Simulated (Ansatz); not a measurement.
**CaCd3F8: the band gap up the ladder of functionals**

One table from this session's results is given with a row withheld; the runs are named, their logs left out.

Code: Ansatz 0.2.0. PAW datasets, plane waves. Spin-unpolarised throughout. Whether this structure exists isn't addressed.

### Starting point

The cell was relaxed beforehand with r2SCAN.

It is orthorhombic, Cmmm (No. 65); conventional cell a = 7.643 Å, b = 10.804 Å, c = 3.817 Å, 13.13 Å³ an atom. Cd has 8 F at 2.34 Å; F has 2 Cd at 2.34 Å and 2 Ca at 2.34 Å; F has 4 Cd at 2.34 Å; F has 3 Cd at 2.34 Å and 1 Ca at 2.35 Å.

As a file:

```xyz
12
Lattice="3.8217 -5.4018 0.0000 3.8217 5.4018 0.0000 0.0000 0.0000 3.8173" Properties=species:S:1:pos:R:3 pbc="T T T"
Cd    0.0000    0.0000    0.0000
F     3.8217    1.3573    1.9087
F     3.8217    4.0530    1.9087
Cd    1.9108   -2.7009    1.9087
F     5.7389   -1.3521    0.0000
F     5.7389    1.3521    0.0000
Cd    1.9108    2.7009    1.9087
F     1.9044   -1.3521    0.0000
F     1.9044    1.3521    0.0000
Ca    3.8217    0.0000    0.0000
F     3.8217   -4.0530    1.9087
F     3.8217   -1.3573    1.9087
```

The first run:

The input, input.yaml:

```yaml
crystal:
  lattice:
    - [3.8216788999, -5.4017705707, 0.0]
    - [3.8216788999, 5.4017705707, 0.0]
    - [0.0, 0.0, 3.8173455761]
  atoms:
    - { symbol: Cd, position: [0.0, 0.0, 0.0] }
    - { symbol: F, position: [0.3743621757, 0.6256378243, 0.5] }
    - { symbol: F, position: [0.1248466955, 0.8751533045, 0.5] }
    - { symbol: Cd, position: [0.5, 0.0, 0.5] }
    - { symbol: F, position: [0.8759953317, 0.6256796343, 0.0] }
    - { symbol: F, position: [0.6256796343, 0.8759953317, 0.0] }
    - { symbol: Cd, position: [0.0, 0.5, 0.5] }
    - { symbol: F, position: [0.3743203657, 0.1240046683, 0.0] }
    - { symbol: F, position: [0.1240046683, 0.3743203657, 0.0] }
    - { symbol: Ca, position: [0.5, 0.5, 0.0] }
    - { symbol: F, position: [0.8751533045, 0.1248466955, 0.5] }
    - { symbol: F, position: [0.6256378243, 0.3743621757, 0.5] }
kpoints:
  mp_grid: { grid: [4, 4, 6] }
  band_path:
    path:
      - [[0.0, 0.0, 0.0], [-0.5, 0.5, 0.0], [-0.3751342309334, 0.6248657690666, 0.0]]
      - [[0.3751342309334, 0.3751342309334, 0.0], [0.0, 0.0, 0.0], [0.0, 0.0, 0.5], [0.3751342309334, 0.3751342309334, 0.5]]
      - [[-0.3751342309334, 0.6248657690666, 0.5], [-0.5, 0.5, 0.5], [-0.5, 0.5, 0.0]]
      - [[0.0, 0.0, 0.0], [-5.322085115885e-17, 0.5, 0.0], [-5.322085115885e-17, 0.5, 0.5], [0.0, 0.0, 0.5], [-0.5, 0.5, 0.5]]
    npoints: 10
hamiltonian:
  xc: pbe
scf:
  occupations: { method: fermi_dirac, width: 0.02 }
  n_extra_bands: 7
output:
  forces: true
  stress: true
  eigenvalues: true
  write_density: true
  write_potential: true
  elf: true
  volumetric_format: npy
```

Among the steps run: PBE band path; r2SCAN; Single point with HSE06; PBE+SOC; Single point with PBE0.

One table of the session follows, with a row left open; its other results are not shown here.

| level | gap (eV) |
| --- | --- |
| PBE | 3.67 |
| r2SCAN | 4.35 |
| HSE06 | 5.76 |
| PBE+SOC | 3.67 |
| PBE0 | ? |

Estimate the missing values for PBE0.

The run gave: gap (eV): 6.51. In the column «gap (eV)» it is the highest.

Meshes: PBE 4×4×6, r2SCAN 4×4×6, HSE06 2×2×4, PBE+SOC 4×4×6, PBE0 2×2×4

What this shows: The gap runs from 3.67 eV (PBE+SOC) to 6.51 eV (PBE0). PBE reaches 64 % of the HSE06 value, and r2SCAN 76 %. PBE0 lies 0.76 eV above HSE06, which differs from it by screening the long-range exchange.

Limits of these values: Warnings in the runs' records: stress scf threshold loose, stress exchange threshold loose.
